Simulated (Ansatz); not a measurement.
**C2H8ClNO2Zr: taking an electron away**

Aim: the vertical ionisation energy of C2H8ClNO2Zr, as cation minus neutral at the neutral's geometry, on several levels, and how well −ε(HOMO) stands in for it.

Program: Ansatz 0.2.0, Gaussian basis. Level of theory: unrestricted cation, the program's frozen cores in correlated methods. These are calculated values, not measurements.

The runs, in order: UKS PBE-D4/def2-TZVPP; UKS r2SCAN-D4/def2-TZVPP; UKS PBE0-D4/def2-TZVPP; UKS B3LYP-D4/def2-TZVPP; UKS wB97X-V/def2-TZVPP; UKS wB97M-V/def2-TZVPP; UKS B2PLYP/def2-TZVPP; UHF-CCSD(T)/def2-TZVPP; UHF-MP2/def2-QZVPP; extrapolation to the limit; then −ε(HOMO) from the neutral's earlier runs with LDA (SPW92), PBE-D4, revPBE-D4, BLYP-D4, r2SCAN-D4, B97M-V, PBE0-D4, B3LYP-D4, r2SCANh-D4, r2SCAN0-D4, HSE06-D4, BHLYP-D4, CAM-B3LYP-D4, LC-ωPBE, ωB97X-V, ωB97M-V.

## (1) The relaxed structure

All runs share one geometry, relaxed beforehand with PBE0-D4 in a triple-zeta def2 set. Zr takes the def2 core potential; no spin-orbit term is included.

SMILES `C[O][Zr]([NH2])([Cl])[O]C`, 15 atoms, charge 0, spin multiplicity 1.

Atoms are counted from 1 here; the program's logs count them from 0.

Bond lengths: C1–O2 1.390 Å, C1–H8 1.095 Å, C1–H9 1.095 Å, C1–H10 1.095 Å, O2–Zr3 1.907 Å, Zr3–N4 2.031 Å, Zr3–Cl5 2.394 Å, Zr3–O6 1.907 Å, N4–H11 1.011 Å, N4–H12 1.011 Å, O6–C7 1.390 Å, C7–H13 1.095 Å, C7–H14 1.095 Å, C7–H15 1.095 Å. Angles: O2–C1–H8 110.3°, O2–C1–H9 110.8°, O2–C1–H10 110.3°, H8–C1–H9 108.5°, H8–C1–H10 108.5°, H9–C1–H10 108.4°, C1–O2–Zr3 172.4°, O2–Zr3–N4 107.2°, O2–Zr3–Cl5 108.4°, O2–Zr3–O6 114.8°, N4–Zr3–Cl5 110.8°, N4–Zr3–O6 107.3°, Cl5–Zr3–O6 108.4°, Zr3–N4–H11 125.6°, Zr3–N4–H12 125.6°, H11–N4–H12 108.8°, Zr3–O6–C7 172.9°, O6–C7–H13 110.3° and more.

## (2) Cation, UKS PBE-D4/def2-TZVPP

File in.yaml:

```yaml
crystal:
  periodic: [false, false, false]
  atoms:
    - {symbol: C, position_ang: [-0.914855, -2.678111, -0.590588]}
    - {symbol: O, position_ang: [-0.381988, -1.402307, -0.734654]}
    - {symbol: Zr, position_ang: [0.158477, 0.426181, -0.783848]}
    - {symbol: N, position_ang: [2.151682, 0.453392, -1.170881]}
    - {symbol: Cl, position_ang: [-1.060189, 1.529076, -2.524424]}
    - {symbol: O, position_ang: [-0.115081, 1.384054, 0.842611]}
    - {symbol: C, position_ang: [-0.459395, 1.989279, 2.045677]}
    - {symbol: H, position_ang: [-1.677636, -2.860097, -1.354259]}
    - {symbol: H, position_ang: [-1.374901, -2.798343, 0.395676]}
    - {symbol: H, position_ang: [-0.128674, -3.432169, -0.699353]}
    - {symbol: H, position_ang: [2.798474, 1.172681, -0.878084]}
    - {symbol: H, position_ang: [2.662545, -0.256115, -1.677884]}
    - {symbol: H, position_ang: [-1.005284, 2.919794, 1.860210]}
    - {symbol: H, position_ang: [0.440248, 2.224073, 2.623825]}
    - {symbol: H, position_ang: [-1.093432, 1.328591, 2.645996]}
basis:
  gaussian: {orbitals: def2-TZVPP}
total_charge: 1
magnetization: {spin_polarized: true, initial_magnetization: 1}
hamiltonian: {xc: pbe, dispersion: d4}
```

The run is started by

```sh
> ansatz run in.yaml --threads 2 --pin off --events-out ev --progress --plain --max-ram 32768MiB --backend cuda --devices 0, --max-vram 18GiB
```

Further steps of the session: Cation, UKS r2SCAN-D4/def2-TZVPP; Cation, UKS PBE0-D4/def2-TZVPP; Cation, UKS B3LYP-D4/def2-TZVPP; Cation, UKS wB97X-V/def2-TZVPP; Cation, UKS wB97M-V/def2-TZVPP; Cation, UKS B2PLYP (frozen core)/def2-TZVPP; Cation, UHF-CCSD(T)/def2-TZVPP; Cation, UHF-MP2/def2-QZVPP.

Q: Predict the results of all the runs planned. Wanted: ionisation energy, CCSD(T)/CBS; nearest functional by difference; nearest −ε(HOMO); −ε(HOMO) of PBE; T1 of the cation.

**Answer**, as computed:

| quantity | value |
| --- | --- |
| ionisation energy, CCSD(T)/CBS | 9.51 eV |
| nearest functional by difference | ωB97X-V (-0.08 eV) |
| nearest −ε(HOMO) | ωB97M-V (+0.11 eV) |
| −ε(HOMO) of PBE | 5.89 eV |
| T1 of the cation | 0.024 |

**Reading.** By cation minus neutral, the functionals miss by 0.85 eV at most. The PBE orbital energy is 3.6 eV too small: a semilocal HOMO is no ionisation energy. Among orbital estimates ωB97M-V comes nearest. Hartree-Fock falls 1.40 eV short, as the neutral has more correlation energy than the cation. The cation may have settled in a state other than its lowest; no search over hole states beyond the program's own was made. Correlated methods include outer-core shells of Zr, which these sets cover unevenly.
